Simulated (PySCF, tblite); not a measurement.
# C2H11NSi4: geometry, infrared bands and NMR shifts

Wanted: the infrared bands and NMR shifts of C2H11NSi4 (`N#C[C@H]([SiH3])[SiH]([SiH3])[SiH3]`), by calculation.

Programs: tblite 0.8.0 and PySCF 2.14.0, with density-fitted response routines of our own. Each step states its level of theory. These are calculated values for one molecule in the gas phase, unless marked as measured. Atoms count from 0, in the outputs and in this text.

## 1. Starting geometry

18 atoms, charge 0, multiplicity 1; geometry from: force field or distance geometry start.

Bonds of the start (Å): N0–C1 1.17, C1–C2 1.46, C2–Si3 1.86, C2–Si4 1.85, Si4–Si5 2.31, Si4–Si6 2.29, C2–H7 1.10, Si3–H8 1.48, Si3–H9 1.49, Si3–H10 1.49, Si4–H11 1.50, Si5–H12 1.48, Si5–H13 1.48, Si5–H14 1.49, Si6–H15 1.49, Si6–H16 1.49, Si6–H17 1.48.

## 2. Optimising the geometry with GFN2-xTB

The job: settings as JSON, then the geometry in Å.

```
{"job": {"kind": "relax", "xc": "GFN2-xTB", "basis": "xTB"}, "charge": 0, "multiplicity": 1}
N     -1.645500     0.352900     2.498000
C     -1.519000     0.235900     1.344900
C     -1.304800     0.093700    -0.088600
Si    -1.949900    -1.526400    -0.726600
Si     0.465500     0.237300    -0.599300
Si     1.182600     2.384800    -0.166300
Si     1.885900    -1.082900     0.621400
H     -1.878400     0.892700    -0.589300
H     -1.795200    -1.632300    -2.191600
H     -1.233200    -2.673900    -0.091900
H     -3.398800    -1.670300    -0.418900
H      0.615000    -0.026500    -2.067300
H      0.288500     3.338600    -0.862500
H      1.124300     2.655500     1.289900
H      2.576700     2.577500    -0.644000
H      1.516000    -2.509200     0.435400
H      1.777200    -0.752100     2.069200
H      3.284600    -0.889200     0.175500
```

The run is started by

```
> OMP_NUM_THREADS=1 python probes_run.py task.json out
```

This one command runs all jobs of the session in turn.

**Question.** This job is followed by: GFN2-xTB harmonic vibrations, gas phase; GIAO PBE0/pcSseg-1 NMR shielding, non-relativistic, gas phase. What will the session give for the following? strongest single infrared mode (GFN2-xTB); zero-point energy (GFN2-xTB); 13C shifts against TMS (PBE0/pcSseg-1); 1H shifts against TMS (PBE0/pcSseg-1, means over atoms taken as alike); 15N shifts against NH3 (PBE0/pcSseg-1); 29Si shifts against TMS (PBE0/pcSseg-1).

**Answer**, as computed:

| quantity | value |
| --- | --- |
| strongest single infrared mode (GFN2-xTB) | 773 cm⁻¹, 718 km/mol |
| zero-point energy (GFN2-xTB) | 65.9 kcal/mol |
| 13C shifts against TMS (PBE0/pcSseg-1) | 125.2, -9.5 ppm |
| 1H shifts against TMS (PBE0/pcSseg-1, means over atoms taken as alike) | 4.24, 4.18, 3.72, 3.71, 1.22 ppm |
| 15N shifts against NH3 (PBE0/pcSseg-1) | 293.6 ppm |
| 29Si shifts against TMS (PBE0/pcSseg-1) | -62.2, -69.4, -111.4, -118.3 ppm |

**Reading.** Over 71 steps the energy fell by 0.430 eV; of the close pairs, C2–Si4 changed most, 1.848 to 1.948 Å. The lowest mode is slightly imaginary (10i cm⁻¹), a soft motion within the noise of the Hessian, so the minimum is not strictly shown. The strongest single mode, at 773 cm⁻¹, has its largest shares on H8, H9, H13 and H10 (the list is cut at 4 atoms). Unscaled tight-binding wavenumbers are off by several per cent, some by more. Its intensities can rank the bands wrongly. C1 (nitrile carbon) lies farthest downfield among carbon, at 125.2 ppm; C≡N carbons fall here, among the sp2 signals but without a proton. At PBE0/pcSseg-1: The largest span, 492 ppm, is at N0, where the paramagnetic term is -368 ppm.
